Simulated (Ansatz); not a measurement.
I need a single point from a YAML input of CuO2, space group Pmmm. Use the Python package of Ansatz (0.2.0). Level of theory: PBE, PAW, the default cutoff (420 eV here), 9×4×4 k-points, Methfessel-Paxton smearing of 0.3 eV, collinear spin.

Input file `cuo2.yaml`:
```yaml
crystal:
  lattice:
    - [2.421291, 0.0, 0.0]
    - [0.0, 6.445952, 0.0]
    - [0.0, 0.0, 7.067043]
  atoms:
    - { symbol: Cu, position: [0.0, 0.5, 0.0], spin: 0.2 }
    - { symbol: O, position: [0.0, 0.5, 0.412435], spin: 0.2 }
    - { symbol: O, position: [0.0, 0.5, 0.587565], spin: 0.2 }
kpoints:
  mp_grid: { grid: [9, 4, 4] }
hamiltonian:
  xc: pbe
scf:
  occupations: { method: methfessel_paxton, width: 0.3 }
output:
  forces: true
magnetization:
  spin_polarized: true
```

Script `cuo2_yaml_run.py`:
```python
"""CuO2 from YAML text."""

import warnings

import ansatz as az

warnings.simplefilter("ignore", az.DeckWarning)

done = az.Session.from_deck("cuo2.yaml").plan().execute()
data = done.report

print("%-22s %14.5f eV" % ("F = E - TS", data["free_energy_ev"]))
print("%-22s %14.5f eV" % ("E", data["internal_energy_ev"]))
print("%-22s %14.5f eV" % ("Harris-Foulkes", data["harris_foulkes_ev"]))
print("%-22s %14.5f eV" % ("Fermi level", data["fermi_energy_ev"]))

# forces, one row an atom
print("forces (eV/A)")
for site, force in zip(done.lattice.sites, data["forces_ev_ang"]):
    print(f"  {site.symbol:2s} {force[0]:9.4f} {force[1]:9.4f} {force[2]:9.4f}")
```

```console
$ python cuo2_yaml_run.py
F = E - TS                -7752.88744 eV
E                         -7752.94224 eV
Harris-Foulkes            -7752.88744 eV
Fermi level                  -1.40906 eV
forces (eV/A)
  Cu    0.0000    0.0000    0.0000
  O     0.0000    0.0000    0.7437
  O     0.0000    0.0000   -0.7437
```

Caveats:
- The settings weren't tested for convergence.
- The run is spin-unpolarised.
- The negative TS is no error: cold and Methfessel-Paxton smearing have a generalised entropy.
- The mesh is modest for a metal, so energies can be off by several to tens of meV an atom and pressures by half a GPa or more; differences at equal mesh fare better.
- An absolute Fermi energy rests on an arbitrary zero of the periodic potential and has no direct meaning.
- Without a Hubbard U or exact exchange, semilocal functionals often make such 3d compounds metallic or too weakly gapped.
- This cell is a computed structure, which may not be the phase found in nature.
- It ran for 32 s on 1 thread of Arm Neoverse N1 (shared host), peak memory 0.48 GiB.

(Lines on the test bed's own set-up are left out of the output.)
